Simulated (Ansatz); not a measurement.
Run this with Ansatz 0.2.0, Python API and show what comes out.

`run_kconv.py`
```python
"""Convergence of Rb3Na with the k-point mesh."""

import warnings

import ansatz as az
import numpy as np
from tabulate import tabulate

FILLING = "Methfessel-Paxton"
FUNCTIONAL = "PBEsol"
TOLERANCE = 1e-10

warnings.simplefilter("ignore", az.DeckWarning)

vectors = np.array([
    [0.0, 5.33582, 5.33582],
    [5.33582, 0.0, 5.33582],
    [5.33582, 5.33582, 0.0],
])
rb3na = (
    az.Lattice.of(vectors)
    .atom("Rb", (0.25, 0.25, 0.25))
    .atom("Rb", (0.75, 0.75, 0.75))
    .atom("Rb", (0.5, 0.5, 0.5))
    .atom("Na", (0.0, 0.0, 0.0))
)

calc = (
    rb3na.calculation()
    .pseudopotentials("paw")
    .occupations(FILLING)
    .functional(FUNCTIONAL)
    .scf(tolerance=TOLERANCE)
)

rows = []
for value in [(2, 2, 2), (3, 3, 3), (4, 4, 4), (5, 5, 5)]:
    rep = calc.kpoints(mesh=value).run(threads=1, backend="cpu").report
    rows.append((value, rep["free_energy_ev"] / len(rep["lattice"]["sites"]), rep["n_iterations"], rep["n_kpoints"]))

print(tabulate(rows, headers=["mesh", "F/atom (eV)", "iterations", "k-points"], floatfmt=".4f", tablefmt="plain"))

# the last row is the reference
for row in rows[:-1]:
    shift = 1000 * (row[1] - rows[-1][1])
    print(f"{row[0]}: {shift:+.2f} meV/atom" + ("  (within 2 meV)" if abs(shift) < 2 else ""))
```

Running `python run_kconv.py` prints:
```text
mesh         F/atom (eV)    iterations    k-points
(2, 2, 2)     -2781.7639            10           3
(3, 3, 3)     -2781.6839             9           4
(4, 4, 4)     -2781.6811             9           8
(5, 5, 5)     -2781.6819             9          10
(2, 2, 2): -81.99 meV/atom
(3, 3, 3): -1.94 meV/atom  (within 2 meV)
(4, 4, 4): +0.81 meV/atom  (within 2 meV)
```

From 3×3×3 on it stays within 2 meV an atom of the value at 5×5×5; the first row (2×2×2) is off by 82.0 meV and the last but one by 0.81 meV. It goes up and down, since the sum over k-points isn't variational.

Reading the output:
- This cell is a computed structure, which may not be the phase found in nature.
- Shifts are counted from the finest mesh, which is itself no proven limit.
- Run time: 17 s on 1 thread of Intel(R) Xeon(R) Processor @ 2.30GHz, with other jobs on the host, peak memory 0.63 GiB.
